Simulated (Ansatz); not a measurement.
# C2H10N2Si: a ladder of functionals and wavefunction methods

One table from this session's results is given with a row withheld; the runs are named, their logs left out.

Computed with Ansatz 0.2.0, Gaussian basis. Level: functionals in def2-TZVPP, the program's frozen cores in correlated methods.

Plan: PBE-D4, r2SCAN-D4, PBE0-D4, B3LYP-D4, ωB97X-V, ωB97M-V, B2PLYP; CCSD(T)/def2-TZVPP; MP2/def2-QZVPP; extrapolation to the limit.

### The relaxed structure

The geometry comes from an earlier relaxation with PBE0-D4 in a triple-zeta def2 set; it is a stationary point, not always the lowest conformer.

SMILES `CNC(N)[SiH3]`, 15 atoms, charge 0, spin multiplicity 1.

Atoms are counted from 1 here; the program's logs count them from 0.

Bond lengths: C1–N2 1.448 Å, C1–H6 1.101 Å, C1–H7 1.094 Å, C1–H8 1.091 Å, N2–C3 1.462 Å, N2–H9 1.014 Å, C3–N4 1.444 Å, C3–Si5 1.908 Å, C3–H10 1.097 Å, N4–H11 1.015 Å, N4–H12 1.013 Å, Si5–H13 1.489 Å, Si5–H14 1.492 Å, Si5–H15 1.486 Å. Angles: N2–C1–H6 114.7°, N2–C1–H7 109.2°, N2–C1–H8 109.5°, H6–C1–H7 107.6°, H6–C1–H8 108.0°, H7–C1–H8 107.5°, C1–N2–C3 114.6°, C1–N2–H9 110.4°, C3–N2–H9 110.6°, N2–C3–N4 113.8°, N2–C3–Si5 115.2°, N2–C3–H10 105.8°, N4–C3–Si5 106.7°, N4–C3–H10 107.6°, Si5–C3–H10 107.5°, C3–N4–H11 110.0°, C3–N4–H12 111.2°, H11–N4–H12 107.2° and more.

Coordinates:

```xyz
15
charge 0, multiplicity 1
C    -1.39549    0.15778   -1.40715
N    -0.37684   -0.68113   -0.81227
C     0.65979    0.04531   -0.08146
N     1.88800   -0.69722    0.07796
Si    0.15473    0.65052    1.65601
H    -1.92726    0.81030   -0.69760
H    -0.93645    0.79847   -2.16556
H    -2.13495   -0.46833   -1.90966
H    -0.80129   -1.38752   -0.22190
H     0.88553    0.93255   -0.68649
H     2.18846   -1.06803   -0.81770
H     1.76062   -1.48596    0.70051
H    -1.21952    1.22326    1.64071
H     0.14361   -0.54625    2.54741
H     1.08926    1.66563    2.20640
```

The first run:

in.yaml

```yaml
crystal:
  periodic: [false, false, false]
  atoms:
    - {symbol: C, position_ang: [-1.395485, 0.157780, -1.407155]}
    - {symbol: N, position_ang: [-0.376838, -0.681127, -0.812273]}
    - {symbol: C, position_ang: [0.659790, 0.045312, -0.081459]}
    - {symbol: N, position_ang: [1.888004, -0.697218, 0.077958]}
    - {symbol: Si, position_ang: [0.154731, 0.650520, 1.656010]}
    - {symbol: H, position_ang: [-1.927263, 0.810300, -0.697599]}
    - {symbol: H, position_ang: [-0.936448, 0.798474, -2.165562]}
    - {symbol: H, position_ang: [-2.134954, -0.468334, -1.909663]}
    - {symbol: H, position_ang: [-0.801287, -1.387521, -0.221899]}
    - {symbol: H, position_ang: [0.885533, 0.932547, -0.686494]}
    - {symbol: H, position_ang: [2.188456, -1.068027, -0.817697]}
    - {symbol: H, position_ang: [1.760615, -1.485957, 0.700510]}
    - {symbol: H, position_ang: [-1.219525, 1.223261, 1.640714]}
    - {symbol: H, position_ang: [0.143607, -0.546247, 2.547407]}
    - {symbol: H, position_ang: [1.089265, 1.665635, 2.206402]}
basis:
  gaussian: {orbitals: def2-TZVPP}
hamiltonian: {xc: pbe, dispersion: d4}
output: {forces: true, orbitals: {seedname: orbitals}}
```

The run is started by

```
$ ansatz run in.yaml --threads 4 --pin off --events-out ev --progress --plain --max-ram 10444MiB
```

Among the steps run: PBE-D4 (GGA); r2SCAN-D4 (meta-GGA); PBE0-D4 (hybrid); B3LYP-D4 (hybrid); ωB97X-V (range-separated); ωB97M-V (range-separated); B2PLYP (double hybrid); CCSD(T) in def2-TZVPP; MP2 in def2-QZVPP.

One of the session's tables, all rows but one given; the rest of the session is left out.

It belongs to the step «Atomisation energies». 

| method | atomisation energy (kcal/mol) |
| --- | --- |
| PBE-D4 | 1267.0 |
| r2SCAN-D4 | 1241.3 |
| PBE0-D4 | ? |
| B3LYP-D4 | 1251.4 |
| ωB97X-V | 1253.0 |
| ωB97M-V | 1251.2 |
| B2PLYP | 1232.4 |
| HF/def2-TZVPP | 882.3 |
| MP2/def2-TZVPP | 1217.0 |
| CCSD/def2-TZVPP | 1194.5 |
| CCSD(T)/def2-TZVPP | 1211.1 |
| MP2/CBS | 1251.6 |
| CCSD(T)/CBS | 1245.7 |

Q: Estimate the row for PBE0-D4 from the others.

As computed: atomisation energy (kcal/mol): 1246.7. In the column «atomisation energy (kcal/mol)» it lies between CCSD(T)/CBS (1245.7) and ωB97M-V (1251.2).
